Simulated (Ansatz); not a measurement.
# ClF (chlorine monofluoride) at PBE/cc-pVTZ

What is the electronic atomisation energy of ClF (chlorine monofluoride) at PBE/cc-pVTZ? 

Program for the calculation: Ansatz 0.2.0.

33 further runs of the same task are left out: 33 set aside as unsound or not needed.

**1. The structure to begin with**

ClF has 2 atoms, charge 0, and is taken as a singlet. SMILES: `FCl`. Geometry: relaxed at PBE0-D4/def2-TZVP.

Bond lengths: F1–Cl2 1.620 Å.

**2. The energy at PBE/cc-pVTZ**

run.yaml

```yaml
crystal:
  periodic: [false, false, false]
  atoms:
    - {symbol: F, position_ang: [-0.000000, -0.000000, 0.031290]}
    - {symbol: Cl, position_ang: [0.000000, 0.000000, 1.650960]}
basis:
  gaussian:
    orbitals: cc-pVTZ
hamiltonian:
  xc: pbe
accuracy: high
output: {orbitals: {seedname: orbitals}}
```

Launch:

```
$ ansatz run run.yaml --threads 1 --pin off --max-ram 3480MiB --events-out events.jsonl --progress --plain --runs-dir runs
```

The program printed:

```text
Warning: RAYON_NUM_THREADS=1 ignored (pool sized by the plan → 1); use --threads N
Functional definition: PBE
  name "PBE"
  parameter kappa = 0.804
  parameter beta = 0.06672455060314922
  exchange = pbe_x(kappa = kappa, mu = beta*pi^2/3)
  correlation = pbe_c(beta = beta)
881 factors; integrals over basis functions are off by at most 4.0e-9 eV
mean field evaluation 1: about -15230.5180 eV, gradient 2.4e1 eV
mean field evaluation 2: about -15226.9294 eV, gradient 5.4e1 eV
mean field evaluation 4: about -15231.2672 eV, gradient 1.4e0 eV
mean field evaluation 8: about -15231.2679 eV, gradient 2.4e-2 eV
mean field evaluation 16: about -15231.2679 eV, gradient 2.9e-7 eV
mean field -15231.26786474 eV, -559.7387699052 hartree, gradient 1.1e-8 eV, S^2 0.000000; 0 other end points of the search recorded, 0 dependent functions left out
reference -15231.26786636 eV, -559.7387699646 hartree; 13, 13 occupied and 51, 51 virtual orbitals, 881 factors
Total energy: -15231.26786636 eV, -559.7387699646 hartree
```

It took 1.6 s on 1 thread of Arm Neoverse V2, shared host; peak memory 0.11 GiB.

**3. The Cl atom at the same level**

job.yaml

```yaml
crystal:
  periodic: [false, false, false]
  atoms:
    - {symbol: Cl, position_ang: [0.000000, 0.000000, 0.000000]}
basis:
  gaussian:
    orbitals: cc-pVTZ
magnetization:
  spin_polarized: true
  initial_magnetization: 1
hamiltonian:
  xc: pbe
accuracy: high
```

Run the same way, it converges to -459.96546 Eh (log not shown).

**4. The F atom at the same level**

run.yaml

```yaml
crystal:
  periodic: [false, false, false]
  atoms:
    - symbol: F
      position_ang: [0.000000, 0.000000, 0.000000]
basis:
  gaussian:
    orbitals: cc-pVTZ
magnetization:
  spin_polarized: true
  initial_magnetization: 1
hamiltonian:
  xc: pbe
accuracy: high
```

Run the same way, it converges to -99.66135 Eh (log not shown).

**5. Summary of results**

At PBE/cc-pVTZ:

| quantity | value |
| --- | --- |
| molecule: total energy | -559.73877 Eh |
| molecule: HOMO energy | -7.66 eV |
| molecule: LUMO energy | -4.11 eV |
| molecule: HOMO–LUMO gap | 3.55 eV |
| Cl atom: total energy | -459.96546 Eh |
| Cl atom: ⟨S²⟩ | 0.753 |
| F atom: total energy | -99.66135 Eh |
| F atom: ⟨S²⟩ | 0.751 |
| electronic atomisation energy | 3.047 eV |

Taking the molecule apart into free atoms costs 3.05 eV (70 kcal/mol), before zero-point energy and without spin-orbit coupling.
